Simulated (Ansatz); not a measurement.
**CHAlIO+: one structure at several levels**

One table from this session's results is given with a row withheld; the runs are named, their logs left out.

Program: Ansatz 0.2.0, Gaussian basis. Level of theory: single points in def2-TZVPP. These are calculated values, not measurements.

Correlated methods freeze the cores. Filled d shells of the heavier atoms are correlated. Core potentials replace the inner electrons past krypton, and spin-orbit coupling is left out.

## The starting structure

SMILES `O=[C+][AlH][I]`, 5 atoms, charge 1, spin multiplicity 1.

Atoms are counted from 1 here; the program's logs count them from 0.

Bond lengths: O1–C2 1.113 Å, C2–Al3 2.176 Å, Al3–I4 2.493 Å, Al3–H5 1.547 Å. Angles: O1–C2–Al3 172.7°, C2–Al3–I4 97.6°, C2–Al3–H5 105.4°, I4–Al3–H5 157.0°.

Geometry (Å):

```xyz
5
charge 1, multiplicity 1
O     0.5984   -1.8260    1.3373
C     0.4729   -0.8903    0.7486
Al   -0.0354    0.8597   -0.4407
I    -2.1994    0.0223   -1.3520
H     1.1360    1.8500   -0.2367
```

Set-up of the first run:

Input file run/in.yaml:

```yaml
crystal:
  periodic: [false, false, false]
  atoms:
    - {symbol: O, position_ang: [0.598400, -1.826000, 1.337300]}
    - {symbol: C, position_ang: [0.472900, -0.890300, 0.748600]}
    - {symbol: Al, position_ang: [-0.035400, 0.859700, -0.440700]}
    - {symbol: I, position_ang: [-2.199400, 0.022300, -1.352000]}
    - {symbol: H, position_ang: [1.136000, 1.850000, -0.236700]}
basis:
  gaussian: {orbitals: def2-TZVPP}
total_charge: 1
correlation: {method: ccsd_t}
output: {forces: true}
```

The command line of these runs was not kept.

Steps of the session up to this table: CCSD(T)/def2-TZVPP; PBE0-D4/def2-TZVPP; wB97M-V/def2-TZVPP; r2SCAN-D4/def2-TZVPP; PBE-D4/def2-TZVPP; HSE06-D4/def2-TZVPP; LC-wPBE/def2-TZVPP.

One of the session's tables, all rows but one given; the rest of the session is left out.

| method | RMS force component (eV/Å) | angle to CCSD(T) forces (°) |
| --- | --- | --- |
| CCSD(T) | 0.624 | reference |
| PBE0-D4 | 0.469 | 50.0 |
| wB97M-V | ? | ? |
| r2SCAN-D4 | 0.503 | 18.1 |
| PBE-D4 | 0.782 | 18.2 |
| HSE06-D4 | 0.465 | 48.0 |
| LC-wPBE | 0.584 | 65.1 |

Estimate the missing values for wB97M-V.

**Answer.** RMS force component (eV/Å): 0.490; angle to CCSD(T) forces (°): 56.2. In the column «RMS force component (eV/Å)» it lies between PBE0-D4 (0.469) and r2SCAN-D4 (0.503).
